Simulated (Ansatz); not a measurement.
Working through a rigid scan of one bond angle of CH4AlClO, SMILES [OH][AlH][CH2]Cl

Computed with the Python package of Ansatz (0.2.0).

The cells in order, each with its output:

In [1]:
```python
import ansatz as az
from ase import Atoms
```

In [2]:
```python
atoms = Atoms(["O", "Al", "C", "Cl", "H", "H", "H", "H"], positions=[
    (-0.0778, 1.7161, -1.2516),
    (-0.0632, 0.8212, 0.3112),
    (0.4056, -1.1018, 0.2863),
    (-0.6463, -1.995, -0.7053),
    (-1.0541, 1.6343, -1.5998),
    (-0.4136, 1.565, 1.6885),
    (1.4856, -1.2166, -0.1154),
    (0.4557, -1.4802, 1.3304),
])
```

In [3]:
```python
# relax first, so that the scan starts from a minimum
first = (
    az.Crystal.molecule_from_ase(atoms).calculation()
    .basis(gaussian="cc-pVDZ")
    .functional("pbe0")
    .relax(force_tolerance=0.02, max_steps=80)
)
atoms.positions = first.run(threads=1, backend="cpu").report["positions_ang"]
```

In [4]:
```python
rows = []
for angle in [90, 100, 110, 120, 135, 150, 165, 179]:
    bent = atoms.copy()
    bent.set_angle(1, 0, 4, angle, indices=[4])
    calculation = (
        az.Crystal.molecule_from_ase(bent).calculation()
        .basis(gaussian="cc-pVDZ")
        .correlation("MP2")
    )
    rows.append((angle, calculation.run(threads=1, backend="cpu").report["free_energy_ev"]))
floor = min(e for _, e in rows)
for angle, e in rows:
    print(f"angle Al1-O0-H4 = {angle:3d} deg   {1000 * (e - floor):9.1f} meV")
```
```text
angle Al1-O0-H4 =  90 deg       299.3 meV
angle Al1-O0-H4 = 100 deg       121.1 meV
angle Al1-O0-H4 = 110 deg        28.7 meV
angle Al1-O0-H4 = 120 deg         0.0 meV
angle Al1-O0-H4 = 135 deg        36.6 meV
angle Al1-O0-H4 = 150 deg       119.6 meV
angle Al1-O0-H4 = 165 deg       199.9 meV
angle Al1-O0-H4 = 179 deg       239.8 meV
```

Notes:
- The settings weren't tested for convergence.
- The scan is rigid, and the energies are electronic, in a modest basis. The zero is the lowest point of the grid, which needn't be the minimum.
- The start is relaxed with a density functional and scanned with the wavefunction method, so it isn't exactly that method's minimum.
- The whole script took 62 s on 1 thread of Arm Neoverse V1, with other jobs on the host, peak memory 0.24 GiB.
